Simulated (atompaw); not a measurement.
**Pseudopotential generation for Ta: PAW (atompaw), PBEsol**

Aim: build the potential from the settings below, then test how well it stands in for the atom: scattering, ghost states and the plane-wave cutoff that it needs.

The numbers are computed with atompaw 4.2.0.5 (PBEsol, scalar-relativistic, spin-unpolarised reference atom).

## 1. The atom and the settings

Typed settings, in words:

* element: tantalum (Ta, Z = 73)
* type: PAW
* frozen core: [Kr] 4d10 4f14
* valence charge: 13
* reference configuration: 5s2 5p6 5d3 6s0 6p0 (charge +2)
* partial waves: 5s (bound); 6s (bound, empty); 5p (bound); 6p (bound, empty); 5d (bound); 5d channel at 0.8 Ry
* local potential: ultrasoft scheme with l = 3 at -0.5 Ry, radius 2.75 bohr
* core correction: smooth core density matched at 1.75 bohr
* augmentation charge: sinc compensation charge, radius 2.95 bohr; PAW radius 3.00 bohr; waves and projectors: bloechl

## 2. Generating the potential

The input, Ta.input:

```
Ta 73
GGA-PBESOL scalarrelativistic loggrid 2001 logderivrange -9 5 351
6 6 5 4 0 0
6 0 0
6 1 0
5 2 3
0 0 0
c
c
c
c
v
v
c
c
c
v
v
c
c
v
c
2
3.00 2.95 2.75 1.75
n
n
y
0.8
n
bloechl sinc
3 -0.5 ultrasoft
PWSCFOUT
UPFDX 0.0125d0 UPFXMIN -7.d0 UPFZMESH 73.d0
END
```

Started as:

```
$ atompaw < Ta.input > Ta.log
```

Before running it: what results should come out? Wanted: cutoffs for 10 and 1 mRy, occupied levels; bound ghosts; largest phase difference near zero energy, channels read; lowest eigenvalue of the overlap; share of valence orbitals outside the PAW sphere; UPF file.

**Answer**, as computed:

| quantity | value |
| --- | --- |
| cutoffs for 10 and 1 mRy, occupied levels | 21 Ry and 30 Ry |
| bound ghosts | none found |
| largest phase difference near zero energy, channels read | 0.009 rad |
| lowest eigenvalue of the overlap (Bessel basis) | 0.636 (s) |
| share of valence orbitals outside the PAW sphere | 5s 0 %, 6s 40 %, 5p 0 %, 6p 68 %, 5d 11 % |
| UPF file | written |

**Reading.** By its cutoff, 21 Ry for the looser tolerance, it is soft on the atom at that tolerance. The Bessel-basis test finds no level below the valence levels. Near zero energy the phases of the channels with partial waves agree within 0.009 rad. Note that the frozen 4f shell (-40 eV) lies no deeper than the valence 5s shell (-89 eV). These are tests on the free atom; a crystal test is still owed.
